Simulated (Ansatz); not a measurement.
# TiSb2: the cost of one run

Computed with Ansatz 0.2.0 (DFT PBEsol, scalar-relativistic, plane waves, PAW, unless a step's input says otherwise).

1 further run of the same task is left out (set aside as unsound or not needed). Runs told in other sessions of the task aren't counted.

## (1) The system as given

The structure is tetragonal, space group I4/mcm (No. 140). Conventional cell: a = 6.635 Å, b = 6.635 Å, c = 5.714 Å, α = 90.00°, β = 90.00°, γ = 90.00°. Ti (site symmetry 422) has 2 Ti at 2.86 Å and 8 Sb at 2.89 Å in its first shell of neighbours. Around Sb (site symmetry m2m) lie 1 Sb at 2.87 Å and 4 Ti at 2.89 Å.

Structure file:

```cif
data_structure
_symmetry_space_group_name_H-M 'P 1'
_symmetry_Int_Tables_number 1
_cell_length_a 5.4931
_cell_length_b 5.4931
_cell_length_c 5.4931
_cell_angle_alpha 105.693
_cell_angle_beta 105.693
_cell_angle_gamma 117.324
_cell_volume 125.78
loop_
_atom_site_label
_atom_site_type_symbol
_atom_site_fract_x
_atom_site_fract_y
_atom_site_fract_z
_atom_site_occupancy
Ti1 Ti 0.25000 0.25000 0.00000 1
Ti2 Ti 0.75000 0.75000 0.00000 1
Sb1 Sb 0.65302 0.15302 0.80605 1
Sb2 Sb 0.15302 0.34698 0.50000 1
Sb3 Sb 0.34698 0.84698 0.19395 1
Sb4 Sb 0.84698 0.65302 0.50000 1
```

This cell was relaxed beforehand with the same method: volume 20.96 Å³/atom, gap on the mesh none (metal).

## (2) The cell scaled to 0.97 of its volume

File input.yaml:

```yaml
crystal:
  lattice:
    - [-3.2840580855, 3.2840580855, 2.8280409413]
    - [3.2840580855, -3.2840580855, 2.8280409413]
    - [3.2840580855, 3.2840580855, -2.8280409413]
  atoms:
    - { symbol: Ti, position: [0.25, 0.25, 0.0] }
    - { symbol: Ti, position: [0.75, 0.75, 0.0] }
    - { symbol: Sb, position: [0.653022986, 0.153022986, 0.806045972] }
    - { symbol: Sb, position: [0.153022986, 0.346977014, 0.5] }
    - { symbol: Sb, position: [0.346977014, 0.846977014, 0.193954028] }
    - { symbol: Sb, position: [0.846977014, 0.653022986, 0.5] }
basis:
  ecutwfc: 420
kpoints:
  mp_grid: { grid: [8, 8, 8] }
hamiltonian:
  xc: pbesol
scf:
  occupations: { method: gaussian, width: 0.1 }
output:
  forces: true
  stress: true
  eigenvalues: true
relax:
  adjacent_minimum: "off"
  f_tol: 0.01
  max_steps: 30
  cell: { stress_tol: 0.1, fix: [volume] }
```

Command:

```sh
> ansatz run input.yaml --threads 1 --pin off --max-ram 2560MiB --backend cpu --events-out ev --progress --plain --runs-dir out
```

**Question.** How long does this run take on 1 thread of Arm Neoverse V1, shared host, and how much memory does it need?

About 91 s, with a peak of 0.57 GiB.
